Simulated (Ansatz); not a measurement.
# Ge7H2: the cost of one run

Program: Ansatz 0.2.0. Level of theory: DFT LDA, scalar-relativistic, plane waves, PAW. These are calculated values, not measurements.

1 further run of the same task is left out (it didn't finish).

**1. The starting structure**

The structure is cubic, space group Fd-3m (No. 227). The conventional cell has a = 5.658 Å, b = 5.658 Å, c = 5.658 Å, α = 90.00°, β = 90.00°, γ = 90.00°. Around Ge (site symmetry -43m) lie 4 Ge at 2.45 Å.

As a file:

```xyz
2
Lattice="0.0000 2.8288 2.8288 2.8288 0.0000 2.8288 2.8288 2.8288 0.0000" Properties=species:S:1:pos:R:3 pbc="T T T"
Ge    2.8288    2.8288    2.8288
Ge    4.2432    4.2432    4.2432
```

The structure comes from the Crystallography Open Database.

**5. Setting up the map**

Atoms count from 1 in the order of the input.

Two atoms of the surface dimers are held at set heights.

The axes are (1) height of Ge25 above its place in the flat dimer: 7 values from −0.669 to 0.647 Å; (2) height of Ge27 above its place in the flat dimer: 7 values from −0.669 to 0.647 Å.

Relaxed at each point: all atoms of the upper layers, but for the two heights. Points are written as (first, second).

(The set-up runs are not shown.)

**6. Point (0.000 Å, 0.000 Å)**

Contents of input.yaml:

```yaml
crystal:
  lattice:
    - [7.9504584281, 0.0, 0.0]
    - [0.0, 7.9504584281, 0.0]
    - [0.0, 0.0, 22.1891745247]
  atoms:
    - { symbol: Ge, position: [0.5, 0.25, 0.2211186323] }
    - { symbol: Ge, position: [0.5, 0.75, 0.2211186323] }
    - { symbol: Ge, position: [0.0, 0.25, 0.2211186323] }
    - { symbol: Ge, position: [0.0, 0.75, 0.2211186323] }
    - { symbol: Ge, position: [0.5, 0.5, 0.2844583372] }
    - { symbol: Ge, position: [0.5, 0.0, 0.2844583372] }
    - { symbol: Ge, position: [0.0, 0.5, 0.2844583372] }
    - { symbol: Ge, position: [0.0, 0.0, 0.2844583372] }
    - { symbol: Ge, position: [0.75, 0.5, 0.3477980422] }
    - { symbol: Ge, position: [0.75, 0.0, 0.3477980422] }
    - { symbol: Ge, position: [0.25, 0.5, 0.3477980422] }
    - { symbol: Ge, position: [0.25, 0.0, 0.3477980422] }
    - { symbol: Ge, position: [0.75, 0.75, 0.412984844] }
    - { symbol: Ge, position: [0.75, 0.25, 0.4091175693] }
    - { symbol: Ge, position: [0.25, 0.75, 0.412984844] }
    - { symbol: Ge, position: [0.25, 0.25, 0.4091175693] }
    - { symbol: Ge, position: [0.0, 0.75, 0.4778656494] }
    - { symbol: Ge, position: [0.0, 0.25, 0.4706992205] }
    - { symbol: Ge, position: [0.5, 0.75, 0.4778656494] }
    - { symbol: Ge, position: [0.5, 0.25, 0.4706992205] }
    - { symbol: Ge, position: [0.0, 0.0056345489, 0.5381811956] }
    - { symbol: Ge, position: [0.0, 0.4943654511, 0.5381811956] }
    - { symbol: Ge, position: [0.5, 0.0056345489, 0.5381811956] }
    - { symbol: Ge, position: [0.5, 0.4943654511, 0.5381811956] }
    - { symbol: Ge, position: [0.25, 0.096023948, 0.589979477] }
    - { symbol: Ge, position: [0.25, 0.403976052, 0.590725764] }
    - { symbol: Ge, position: [0.75, 0.096023948, 0.589979477] }
    - { symbol: Ge, position: [0.75, 0.403976052, 0.5903490731] }
    - { symbol: H, position: [0.3457176665, 0.25, 0.179674859] }
    - { symbol: H, position: [0.6542823335, 0.25, 0.179674859] }
    - { symbol: H, position: [0.6539597756, 0.75, 0.1794212522] }
    - { symbol: H, position: [0.3460402244, 0.75, 0.1794212522] }
    - { symbol: H, position: [-0.1542823335, 0.25, 0.179674859] }
    - { symbol: H, position: [0.1542823335, 0.25, 0.179674859] }
    - { symbol: H, position: [0.1539597756, 0.75, 0.1794212522] }
    - { symbol: H, position: [-0.1539597756, 0.75, 0.1794212522] }
basis:
  ecutwfc: 420
kpoints:
  mp_grid: { grid: [3, 3, 1] }
hamiltonian:
  xc: lda
scf:
  occupations: { method: gaussian, width: 0.05 }
output:
  forces: true
  eigenvalues: true
relax:
  adjacent_minimum: "off"
  f_tol: 0.03
  max_steps: 30
  constraints:
    - { sites: [0, 1, 2, 3, 4, 5, 6, 7, 8, 9, 10, 11, 28, 29, 30, 31, 32, 33, 34, 35] }
    - { sites: [24, 26], fix: z }
efield:
  axis: 3
  dipole_correction: true
  ramp_width: 0.04
```

Launch:

```bash
ansatz run input.yaml --threads 4 --pin off --max-ram 12288MiB --backend cpu --events-out ev --progress --plain --runs-dir out
```

Q: Estimate wall time and peak memory on 4 threads of Arm Neoverse V1, shared host.

About 9.8 min, with a peak of 5 GiB.
